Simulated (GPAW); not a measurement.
Crystal: ZrB.

```
CELL_PARAMETERS angstrom
0.00000 2.32500 2.32500
2.32500 0.00000 2.32500
2.32500 2.32500 0.00000
ATOMIC_POSITIONS crystal
Zr 0.00000 0.00000 0.00000
B 0.50000 0.50000 0.50000
```

- Program: GPAW 26.7.0
- Task: relaxation of cell and atoms
- Functional: PBEsol
- Potentials or basis: PAW data sets generated in the run's folder for this functional
- Cutoff: 800 eV
- Basis: pw
- k mesh: 10 × 10 × 10
- Occupations: fermi-dirac, width 0.05 eV
- Spin: no spin polarisation

At the start: pressure 28.6 GPa; volume 12.57 Å³/atom.

Problem. Where does the relaxation end?

Solution. Over 4 steps the energy falls by 141.6 meV/atom and the volume is 14.32 Å³/atom (+13.9 %); space group Fm-3m (No. 225, to 0.05 Å).

The path:
```csv
step,energy change (eV),largest force (eV/Å),pressure (GPa),volume (Å³)
1,0.0000,0.0000,28.56,25.14
2,-0.1727,0.0000,16.50,26.37
3,-0.2819,0.0000,1.57,28.40
4,-0.2833,0.0000,0.12,28.64
```

Final structure:
```yaml
crystal:
  lattice:
    - [0.00000, 2.42824, 2.42824]
    - [2.42824, 0.00000, 2.42824]
    - [2.42824, 2.42824, 0.00000]
  atoms:
    - { symbol: Zr, position: [0.00000, 0.00000, 0.00000] }
    - { symbol: B, position: [0.50000, 0.50000, 0.50000] }
```

Caveat: later steps reuse the first step's grids.
